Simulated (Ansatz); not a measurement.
# Cl₂H₃O₃Ta: up Jacob's ladder to CCSD(T)

One table from this session's results is given with a row withheld; the runs are named, their logs left out.

Program: Ansatz 0.2.0, Gaussian basis. Level of theory: functionals in def2-TZVPP, the program's frozen cores in correlated methods. These are calculated values, not measurements.

Plan: LDA (SPW92), PBE-D4, revPBE-D4, BLYP-D4, r2SCAN-D4, B97M-V, PBE0-D4, B3LYP-D4, r2SCANh-D4, r2SCAN0-D4, HSE06-D4, BHLYP-D4, CAM-B3LYP-D4, LC-ωPBE, ωB97X-V, ωB97M-V, B2PLYP, PBE-QIDH; CCSD(T)/def2-SVP; CCSD(T)/def2-TZVPP; MP2/def2-QZVPP; extrapolation to the limit; RPA on PBE.

## Structure used throughout

An earlier PBE0-D4 in a triple-zeta def2 set relaxation fixed the geometry. Ta takes the def2 core potential; no spin-orbit term is included.

9 atoms, charge 0, spin multiplicity 1.

Atoms are counted from 1 here; the program's logs count them from 0.

Bond lengths: O1–Ta2 1.895 Å, O1–H7 0.961 Å, Ta2–O3 1.854 Å, Ta2–O4 1.895 Å, Ta2–Cl5 2.405 Å, Ta2–Cl6 2.310 Å, O3–H8 0.954 Å, O4–H9 0.961 Å. Angles: Ta2–O1–H7 120.3°, O1–Ta2–O3 91.8°, O1–Ta2–O4 121.5°, O1–Ta2–Cl5 86.0°, O1–Ta2–Cl6 118.9°, O3–Ta2–O4 91.7°, O3–Ta2–Cl5 175.4°, O3–Ta2–Cl6 94.6°, O4–Ta2–Cl5 85.9°, O4–Ta2–Cl6 119.0°, Cl5–Ta2–Cl6 90.0°, Ta2–O3–H8 178.1°, Ta2–O4–H9 120.2°.

The first run:

in.yaml

```yaml
crystal:
  periodic: [false, false, false]
  atoms:
    - {symbol: O, position_ang: [1.664469, -0.384215, 0.563107]}
    - {symbol: Ta, position_ang: [-0.084426, 0.193047, 0.116566]}
    - {symbol: O, position_ang: [-0.850122, -1.036034, 1.275073]}
    - {symbol: O, position_ang: [-1.018954, -0.533599, -1.363702]}
    - {symbol: Cl, position_ang: [0.982526, 1.636958, -1.483814]}
    - {symbol: Cl, position_ang: [-0.961127, 2.036724, 1.197185]}
    - {symbol: H, position_ang: [2.424037, -0.044230, 0.082419]}
    - {symbol: H, position_ang: [-1.238379, -1.690810, 1.849762]}
    - {symbol: H, position_ang: [-0.829521, -0.224042, -2.253596]}
basis:
  gaussian: {orbitals: def2-TZVPP}
hamiltonian: {xc: lda}
output: {orbitals: {seedname: orbitals}}
```

Started as:

```console
ansatz run in.yaml --threads 8 --pin off --events-out ev --progress --plain --max-ram 18278MiB
```

Steps of the session up to this table: LDA; PBE-D4 (GGA); revPBE-D4 (GGA); BLYP-D4 (GGA); r2SCAN-D4 (meta-GGA); B97M-V (meta-GGA); PBE0-D4 (hybrid); B3LYP-D4 (hybrid); r2SCANh-D4 (hybrid); r2SCAN0-D4 (hybrid); HSE06-D4 (hybrid); BHLYP-D4 (hybrid); CAM-B3LYP-D4 (range-separated); LC-ωPBE (range-separated); ωB97X-V (range-separated); ωB97M-V (range-separated); B2PLYP (double hybrid); PBE-QIDH (double hybrid).

One table of the session follows, with a row left open; its other results are not shown here.

It belongs to the step «Orbital energies across the functionals». 

| functional | HOMO (eV) | LUMO (eV) | gap (eV) |
| --- | --- | --- | --- |
| LDA (SPW92) | -7.31 | -3.08 | 4.22 |
| PBE-D4 | -7.13 | -2.85 | 4.28 |
| revPBE-D4 | -7.06 | -2.76 | 4.30 |
| BLYP-D4 | -6.96 | -2.73 | 4.23 |
| r2SCAN-D4 | -7.51 | -2.76 | 4.75 |
| B97M-V | -7.58 | -2.69 | 4.89 |
| PBE0-D4 | -8.55 | -2.09 | 6.45 |
| B3LYP-D4 | -8.26 | -2.30 | 5.96 |
| r2SCANh-D4 | -8.02 | -2.47 | 5.55 |
| r2SCAN0-D4 | -8.80 | -2.02 | 6.78 |
| HSE06-D4 | -8.14 | -2.47 | 5.67 |
| BHLYP-D4 | -9.81 | -1.14 | 8.67 |
| CAM-B3LYP-D4 | -9.89 | -1.00 | 8.89 |
| LC-ωPBE | -11.31 | 0.15 | 11.47 |
| ωB97X-V | -10.93 | 0.07 | 11.01 |
| ωB97M-V | ? | ? | ? |

Q: Estimate the row for ωB97M-V from the others.

As computed: HOMO (eV): -10.77; LUMO (eV): 0.03; gap (eV): 10.80. In the column «HOMO (eV)» it lies between ωB97X-V (-10.93) and CAM-B3LYP-D4 (-9.89).
